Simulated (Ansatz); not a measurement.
# C2H7BNO radical: small, medium and large basis sets

One table from this session's results is given with a row withheld; the runs are named, their logs left out.

The runs use Ansatz 0.2.0, Gaussian basis; one geometry, several basis sets.

The runs, in order: PBE0-D4/def2-SVP; ωB97M-V/def2-SVP; PBE0-D4/def2-QZVPP; ωB97M-V/def2-QZVPP; the functionals' def2-TZVPP values are taken from earlier runs.

## Structure used throughout

All runs share one geometry, relaxed beforehand with PBE0-D4 in a triple-zeta def2 set.

SMILES `CN(C)[B]O`, 12 atoms, charge 0, spin multiplicity 2.

Atoms are counted from 1 here; the program's logs count them from 0.

Bond lengths: C1–N2 1.444 Å, C1–H6 1.096 Å, C1–H7 1.092 Å, C1–H8 1.096 Å, N2–C3 1.443 Å, N2–B4 1.397 Å, C3–H9 1.097 Å, C3–H10 1.090 Å, C3–H11 1.097 Å, B4–O5 1.353 Å, O5–H12 0.965 Å. Angles: N2–C1–H6 111.2°, N2–C1–H7 111.2°, N2–C1–H8 111.1°, H6–C1–H7 107.6°, H6–C1–H8 107.9°, H7–C1–H8 107.6°, C1–N2–C3 113.8°, C1–N2–B4 124.5°, C3–N2–B4 121.7°, N2–C3–H9 111.1°, N2–C3–H10 109.5°, N2–C3–H11 111.1°, H9–C3–H10 108.6°, H9–C3–H11 107.8°, H10–C3–H11 108.6°, N2–B4–O5 129.0°, B4–O5–H12 116.2°.

As a file:

```xyz
12
C2H7BNO
C    -1.06277   -0.17261    0.39660
N     0.27374    0.04850   -0.10453
C     1.24080   -0.91035    0.37271
B     0.63248    1.08361   -0.97068
O    -0.14422    2.05471   -1.50373
H    -1.08966   -0.11465    1.49113
H    -1.75926    0.57331    0.00859
H    -1.43680   -1.16051    0.10299
H     1.31438   -0.88667    1.46698
H     2.21934   -0.67856   -0.04668
H     0.96568   -1.93021    0.07673
H    -1.07681    2.03824   -1.25611
```

Set-up of the first run:

Contents of in.yaml:

```yaml
crystal:
  periodic: [false, false, false]
  atoms:
    - {symbol: C, position_ang: [-1.062770, -0.172614, 0.396605]}
    - {symbol: N, position_ang: [0.273742, 0.048500, -0.104526]}
    - {symbol: C, position_ang: [1.240803, -0.910354, 0.372705]}
    - {symbol: B, position_ang: [0.632477, 1.083612, -0.970678]}
    - {symbol: O, position_ang: [-0.144216, 2.054707, -1.503729]}
    - {symbol: H, position_ang: [-1.089662, -0.114646, 1.491134]}
    - {symbol: H, position_ang: [-1.759262, 0.573309, 0.008592]}
    - {symbol: H, position_ang: [-1.436802, -1.160508, 0.102988]}
    - {symbol: H, position_ang: [1.314376, -0.886673, 1.466976]}
    - {symbol: H, position_ang: [2.219340, -0.678565, -0.046682]}
    - {symbol: H, position_ang: [0.965682, -1.930208, 0.076727]}
    - {symbol: H, position_ang: [-1.076809, 2.038241, -1.256111]}
basis:
  gaussian: {orbitals: def2-SVP}
magnetization: {spin_polarized: true, initial_magnetization: 1}
hamiltonian: {xc: pbe0, dispersion: d4}
output: {orbitals: {seedname: orbitals}}
```

Command:

```sh
$ ansatz run in.yaml --threads 2 --pin off --events-out ev --progress --plain --max-ram 32768MiB --backend cpu
```

Among the steps run: PBE0-D4 in def2-SVP; ωB97M-V in def2-SVP; PBE0-D4 in def2-QZVPP; ωB97M-V in def2-QZVPP.

One table of the session follows, with a row left open; its other results are not shown here.

It belongs to the step «Density functionals: the series». 

| functional | basis | HOMO (eV) |
| --- | --- | --- |
| PBE0-D4 | def2-SVP | -5.20 |
| PBE0-D4 | def2-TZVPP | -5.39 |
| PBE0-D4 | def2-QZVPP | -5.41 |
| ωB97M-V | def2-SVP | ? |
| ωB97M-V | def2-TZVPP | -7.23 |
| ωB97M-V | def2-QZVPP | -7.25 |

Estimate the missing values for ωB97M-V, def2-SVP.

The run gave: HOMO (eV): -6.97. In the column «HOMO (eV)» it lies between ωB97M-V, def2-TZVPP (-7.23) and PBE0-D4, def2-QZVPP (-5.41).
